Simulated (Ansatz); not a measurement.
# Bi4Te5: the cost of one run

Program: Ansatz 0.2.0. Level of theory: DFT PBEsol, scalar-relativistic, plane waves, PAW. These are calculated values, not measurements.

2 further runs of the same task are left out: 1 that didn't finish, 1 set aside as unsound or not needed.

### Step 1. The structure to begin with

The structure is trigonal, space group R-3m (No. 166). The conventional cell has a = 4.381 Å, b = 4.381 Å, c = 30.323 Å, α = 90.00°, β = 90.00°, γ = 120.00°. Bi (site symmetry 3m) is surrounded by 6 Te at 3.06 to 3.23 Å. Te (site symmetry -3m) is surrounded by 6 Bi at 3.23 Å. Around Te (site symmetry 3m) lie 3 Bi at 3.06 Å.

Coordinates:

```cif
data_structure
_symmetry_space_group_name_H-M 'P 1'
_symmetry_Int_Tables_number 1
_cell_length_a 10.4194
_cell_length_b 10.4194
_cell_length_c 10.4194
_cell_angle_alpha 24.271
_cell_angle_beta 24.271
_cell_angle_gamma 24.271
_cell_volume 168.00
loop_
_atom_site_label
_atom_site_type_symbol
_atom_site_fract_x
_atom_site_fract_y
_atom_site_fract_z
_atom_site_occupancy
Bi1 Bi 0.39983 0.39983 0.39983 1
Bi2 Bi 0.60017 0.60017 0.60017 1
Te1 Te 0.00000 0.00000 0.00000 1
Te2 Te 0.21001 0.21001 0.21001 1
Te3 Te 0.78999 0.78999 0.78999 1
```

It is the result of an earlier relaxation at this level (volume 33.60 Å³/atom; gap on the mesh: 0.22 eV).

Bulk energy on matching settings, from an earlier run: -9037.9315 eV/atom.

### Step 2. Cutting the (001) slab

Planes are indexed in the bulk's conventional cell (R-3m (No. 166)), a = 4.381 Å, b = 4.381 Å, c = 30.323 Å, α = 90.00°, β = 90.00°, γ = 120.00°.

Cut from the relaxed bulk: a (001) slab, 16.2 Å thick as cut, with 15 Å of vacuum; its outer planes are Bi (top) and Bi (bottom).

The slab as cut. Layers, bottom to top:

```csv
plane,atoms per cell,height over the lowest (Å)
1,Bi,0.00
2,Te,1.72
3,Te,4.35
4,Bi,6.08
5,Te,8.09
6,Bi,10.11
7,Te,11.83
8,Te,14.46
9,Bi,16.18
```

### Step 3. Single point on the unrelaxed (001) slab

A dipole layer in the vacuum cancels the field that periodic copies would set up if the slab's two faces differ.

Input file input.yaml:

```yaml
crystal:
  lattice:
    - [4.3808388107, 0.0, 0.0]
    - [-2.1904194054, 3.7939177, 0.0]
    - [0.0, 0.0, 31.1830352056]
  atoms:
    - { symbol: Bi, position: [0.3333333333, 0.6666666667, 0.240515394] }
    - { symbol: Te, position: [0.6666666667, 0.3333333333, 0.2957836717] }
    - { symbol: Te, position: [0.0, 0.0, 0.3800732302] }
    - { symbol: Bi, position: [0.3333333333, 0.6666666667, 0.4353415079] }
    - { symbol: Te, position: [0.6666666667, 0.3333333333, 0.5] }
    - { symbol: Bi, position: [0.0, 0.0, 0.5646584921] }
    - { symbol: Te, position: [0.3333333333, 0.6666666667, 0.6199267698] }
    - { symbol: Te, position: [0.6666666667, 0.3333333333, 0.7042163283] }
    - { symbol: Bi, position: [0.0, 0.0, 0.759484606] }
basis:
  ecutwfc: 420
kpoints:
  mp_grid: { grid: [9, 9, 1] }
hamiltonian:
  xc: pbesol
scf:
  occupations: { method: gaussian, width: 0.05 }
output:
  forces: true
  stress: true
  eigenvalues: true
  write_density: true
  write_potential: true
  elf: true
  volumetric_format: npy
efield:
  axis: 3
  dipole_correction: true
  ramp_width: 0.04
```

On the command line:

```console
$ ansatz run input.yaml --threads 1 --pin off --max-ram 2560MiB --backend cpu --events-out ev --progress --plain --runs-dir out
```

What time and memory should one allow on 1 thread of Intel Xeon at 2.50GHz (Skylake/Cascade Lake), shared host?

About 2.4 min, with a peak of 0.86 GiB.
